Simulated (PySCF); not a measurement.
# The bond of RhI, level by level

An exercise on one series of results from a longer session: the logs are not shown, and one member is left open.

The runs use PySCF 2.14.0; Rh def2-TZVPP with ECP28, I def2-TZVPP with ECP28, scalar-relativistic core potentials.

1 further run of the same task is left out (it didn't finish).

Set-up of the first run:

Settings of the job:

| Item | Value |
| --- | --- |
| atoms | Rh, I |
| charge | 0 |
| basis | Rh def2-TZVPP with ECP28, I def2-TZVPP with ECP28 |
| Hamiltonian | scalar-relativistic core potentials |
| basis functions | 106 |
| electrons treated | 42 |
| masses in u | 102.9055, 126.9045 |
| levels | PBE0, PBE, r²SCAN, TPSSh, PBEsol, PW91, B97-3, LC-ωPBE, HF, MP2, SCS-MP2 |
| grid | 80 radial by 434 angular points |
| occupations | held fixed by the projection of orbital angular momentum |
| dissociation limit | Rh + I, each in its ground configuration |
| starting distance in angstrom | 2.485 |
| values of 2S to try | 0, 2, 4, 6 |

Launch:

```bash
$ OMP_NUM_THREADS=2 python dia.py task.json out
```

Among the steps run: Set-up; First curve: PBE0; Other states along the same grid; PBE (GGA); r²SCAN; TPSSh (hybrid meta-GGA); PBEsol (GGA); PW91 (GGA); B97-3; LC-ωPBE (range-separated hybrid); UHF (mean field).

One of the session's tables, all rows but one given; the rest of the session is left out.

It belongs to the step «The curves together». Energy (eV) from each level's lowest point:

| R (Å) | UHF | UHF-MP2 | UHF-SCS-MP2 | PBE | PBEsol |
| --- | --- | --- | --- | --- | --- |
| 2.201 | 1.704 | 0.834 | 0.996 | 0.951 | 0.806 |
| 2.303 | 0.916 | 0.322 | 0.429 | 0.395 | 0.300 |
| 2.405 | ? | ? | ? | ? | ? |
| 2.482 | 0.205 | 0.000 | 0.028 | 0.018 | 0.000 |
| 2.559 | 0.072 | 0.000 | 0.000 | 0.000 | 0.010 |
| 2.636 | 0.007 | 0.053 | 0.027 | 0.035 | 0.072 |
| 2.738 | 0.000 | 0.178 | 0.125 | 0.139 | 0.207 |
| 2.866 | 0.079 | 0.393 | 0.309 | 0.326 | 0.428 |
| 3.020 | 0.252 | 0.693 | 0.581 | 0.591 | 0.727 |
| 3.224 | 0.548 | 1.116 | 0.975 | 0.960 | 1.132 |

**Question.** Estimate the row for R (Å) = 2.405.

Worked estimate for «UHF». A straight line through the neighbours (2.303, 0.916) and (2.482, 0.205) gives 0.916 + (0.205 − 0.916) × (2.405 − 2.303) / (2.482 − 2.303) = 0.511; a parabola fitted to 4 rows on both sides gives 0.415.

**Answer.** UHF: 0.429; UHF-MP2: 0.071; UHF-SCS-MP2: 0.130; PBE: 0.110; PBEsol: 0.061. In «UHF» the line misses by +0.082 and the parabola by -0.014.
